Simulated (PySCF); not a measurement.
# A diatomic session: AsH

Aim: find the lowest electronic state of AsH, scan its bond at several levels of theory, and get bond length, wavenumber and dissociation energy from each curve.

Method: As def2-TZVPPD, H def2-TZVPPD, no relativity; program: PySCF 2.14.0.

## Step 1: The job

Settings of the job:

```yaml
atoms: As, H
charge: 0
basis: As def2-TZVPPD, H def2-TZVPPD
Hamiltonian: no relativity
basis_functions: 71
electrons_treated: 34
masses_in_u: 74.9216, 1.0078
levels: PBE0, PBE, r²SCAN, LDA, BLYP, revPBE, B2PLYP, MN15, CAM-B3LYP, HF, MP2, SCS-MP2, CCSD, CCSD(T)
grid: 80 radial by 434 angular points
occupations: held fixed by the projection of orbital angular momentum
dissociation_limit: As + H, each in its ground configuration
starting_distance_in_angstrom: 1.495
values_of_2S_to_try: 0, 2, 4
```

The run is started by

```bash
> OMP_NUM_THREADS=1 python dia.py task.json out
```

After this run come: PBE0 along the bond; Excited determinants; PBE; r²SCAN (meta-GGA); LDA (local density); BLYP (GGA); revPBE (GGA); B2PLYP; MN15 (hybrid meta-GGA); CAM-B3LYP (range-separated hybrid); UHF; Adding correlation.

Before running it: what results should come out? Wanted: for each run, Re; ωe; De; μ.

As calculated:

Lowest PBE0 solution found, without spin–orbit coupling: ³Σ⁻ (triplet), unpaired electrons π ↑↑. State 2 has its PBE0 minimum 0.36 eV higher, as a spin-mixed determinant (⟨S²⟩ = 1.01), so this is no gap between pure states. State 3 has its PBE0 minimum 1.47 eV higher. The other levels ran on the lowest alone.

| level | Re (Å) | ωe (cm⁻¹) | De (eV) | μ (D) |
| --- | --- | --- | --- | --- |
| UHF | 1.517 | 2281 | 1.92 | 0.31 |
| UHF-MP2 | 1.515 | 2236 | 2.63 | n/a |
| UHF-SCS-MP2 | 1.519 | 2218 | 2.75 | n/a |
| UHF-CCSD | 1.524 | 2176 | 2.80 | n/a |
| UHF-CCSD(T) | 1.527 | 2157 | 2.83 | n/a |
| LDA | 1.539 | 2109 | 3.41 | 0.20 |
| PBE | 1.546 | 2089 | 2.96 | 0.13 |
| revPBE | 1.548 | 2081 | 2.89 | 0.12 |
| BLYP | 1.548 | 2060 | 3.07 | 0.06 |
| r²SCAN | 1.528 | 2168 | 3.00 | 0.23 |
| PBE0 | 1.531 | 2174 | 2.91 | 0.21 |
| MN15 | 1.517 | 2212 | 2.92 | 0.18 |
| CAM-B3LYP | 1.525 | 2194 | 3.05 | 0.20 |
| B2PLYP | 1.526 | 2183 | 2.94 | 0.20 |

De is counted to As + H in their ground configurations. A positive dipole means As(−)H(+).

Differences from CCSD(T) in the same basis:

| level | Re (mÅ) | ωe (%) |
| --- | --- | --- |
| UHF | -10 | +5.8 |
| UHF-MP2 | -12 | +3.6 |
| UHF-SCS-MP2 | -8 | +2.8 |
| UHF-CCSD | -3 | +0.9 |
| LDA | +12 | -2.2 |
| PBE | +19 | -3.1 |
| revPBE | +21 | -3.5 |
| BLYP | +21 | -4.5 |
| r²SCAN | +1 | +0.5 |
| PBE0 | +4 | +0.8 |
| MN15 | -10 | +2.5 |
| CAM-B3LYP | -2 | +1.7 |
| B2PLYP | -1 | +1.2 |

**Reading.** Judged by CCSD(T) in the same basis: best bond length r²SCAN and B2PLYP (1 mÅ off), worst revPBE and BLYP (+21 mÅ); best wavenumber r²SCAN (+0.5 %), worst UHF (+5.8 %). Hartree–Fock falls on the short and stiff side, its usual fault. PBE has the long and soft bond that GGAs tend to give. Of the levels with a De here, UHF gives the least (1.92 eV) and LDA the most (3.41 eV).

Correlated steps freeze 9 core orbitals. B2PLYP dipoles, levels and charges come from its SCF part alone.
